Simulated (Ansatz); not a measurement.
# SnTe (SMILES [Sn][Te]) at CCSDT(Q)/STO-3G

Aim: the electronic atomisation energy of SnTe at CCSDT(Q)/STO-3G, from 3 runs. 

The results are computed with Ansatz 0.2.0.

45 further runs of the same task are left out: 16 that didn't finish, 29 set aside as unsound or not needed.

## Step 1: The molecule

SnTe has 2 atoms, charge 0, and is taken as a singlet. SMILES: `[Sn][Te]`. Geometry: relaxed at PBE0-D4/def2-TZVP.

Bond lengths: Sn1–Te2 2.518 Å.

## Step 2: The energy at CCSDT(Q)/STO-3G

File input.yaml:

```yaml
basis:
  gaussian: {orbitals: STO-3G}
crystal:
  periodic: [false, false, false]
  atoms:
    - {symbol: Sn, position_ang: [0.000000, 0.000000, 0.009440]}
    - {symbol: Te, position_ang: [-0.000000, -0.000000, 2.527330]}
correlation: {method: ccsdt_q, frozen_orbitals: {Sn: 18, Te: 18}}
scf: {omitted_lower_state_checks: [cluster_reference, increment]}
accuracy: high
```

The run is started by

```bash
$ ansatz run input.yaml --threads 1 --pin off --max-ram 3480MiB --events-out events.jsonl --progress --plain --runs-dir runs
```

The program printed, shortened:

```text
Warning: RAYON_NUM_THREADS=1 ignored (pool sized by the plan → 1); use --threads N
Functional definition: HF
  name "HF"
[...]
827 factors; integrals over basis functions are off by at most 4.7e-9 eV
[...]
mean field -340426.85138620 eV, -12510.4560388351 hartree, gradient 1.7e-8 eV, S^2 0.000000; 0 other end points of the search recorded, 0 dependent functions left out
36 core orbitals not correlated: weight in the atoms' cores, before any rotation towards them, 1.000 or more for the frozen orbitals, at most 0.000 for the correlated occupied ones
reference -340426.85138620 eV, -12510.4560388351 hartree; 15, 15 occupied and 3, 3 virtual orbitals, 827 factors
second order -1.59188657 eV of doubles, -0.00000000 eV of singles
cycle   1  -1.55343898 eV  change    3.8e-2 eV  update   1.7e-1
[...]
cycle  21  -2.00690648 eV  change   -1.3e-9 eV  update   1.1e-9
perturbative correction 0.00465866 eV, 0.0001712025 hartree
Total energy: -340428.85363402 eV, -12510.5296200855 hartree
Checks for a lower state left out: cluster_reference, increment
```

Wall time 2.4 s (1 thread of AMD EPYC 9R14 (Zen 4), shared host); peak memory 0.2 GiB.

## Step 3: The Sn atom at the same level

File input.yaml:

```yaml
crystal:
  periodic: [false, false, false]
  atoms:
    - symbol: Sn
      position_ang: [0.000000, 0.000000, 0.000000]
basis:
  gaussian: {orbitals: STO-3G}
correlation: {method: ccsdt_q, frozen_orbitals: {Sn: 18}}
scf: {omitted_lower_state_checks: [cluster_reference, increment]}
magnetization: {spin_polarized: true, initial_magnetization: 2}
accuracy: high
```

Run the same way, it converges to -5963.21986 Eh (log not shown).

## Step 4: The Te atom

File molecule.yaml:

```yaml
crystal:
  periodic: [false, false, false]
  atoms:
    - symbol: Te
      position_ang: [0.000000, 0.000000, 0.000000]
basis:
  gaussian:
    orbitals: STO-3G
magnetization:
  spin_polarized: true
  initial_magnetization: 2
correlation:
  method: ccsdt_q
  frozen_orbitals: {Te: 18}
accuracy: high
scf:
  omitted_lower_state_checks: [cluster_reference, increment]
```

Run the same way, it converges to -6547.12236 Eh (log not shown).

## Step 5: Outcome

Level: CCSDT(Q)/STO-3G, 36 core orbitals frozen.

| quantity | value |
| --- | --- |
| molecule: total energy | -12510.52962 Eh |
| molecule: correlation energy (36 core orbitals frozen) | -73.6 mEh |
| molecule: T1 diagnostic | 0.021 |
| Sn atom: total energy | -5963.21986 Eh |
| Sn atom: correlation energy (18 core orbitals frozen) | -13.7 mEh |
| Sn atom: ⟨S²⟩ of the reference determinant | 2.000 |
| Sn atom: T1 diagnostic | 0.000 |
| Te atom: total energy | -6547.12236 Eh |
| Te atom: correlation energy (18 core orbitals frozen) | 0.0 mEh |
| Te atom: ⟨S²⟩ of the reference determinant | 2.000 |
| Te atom: T1 diagnostic | 0.000 |
| electronic atomisation energy | 5.099 eV |

What this shows: Taking the molecule apart into free atoms costs 5.10 eV (118 kcal/mol), before zero-point energy and without spin-orbit coupling. In a minimal basis such a difference can be off by several eV, whatever the method. The T1 diagnostic (molecule) of 0.021 is above the customary mark for such species, so a single reference may not serve. Relativity is left out (molecule) although the molecule holds a heavy atom. Relativity is left out (Sn atom) although the molecule holds a heavy atom. Relativity is left out (Te atom) although the molecule holds a heavy atom.
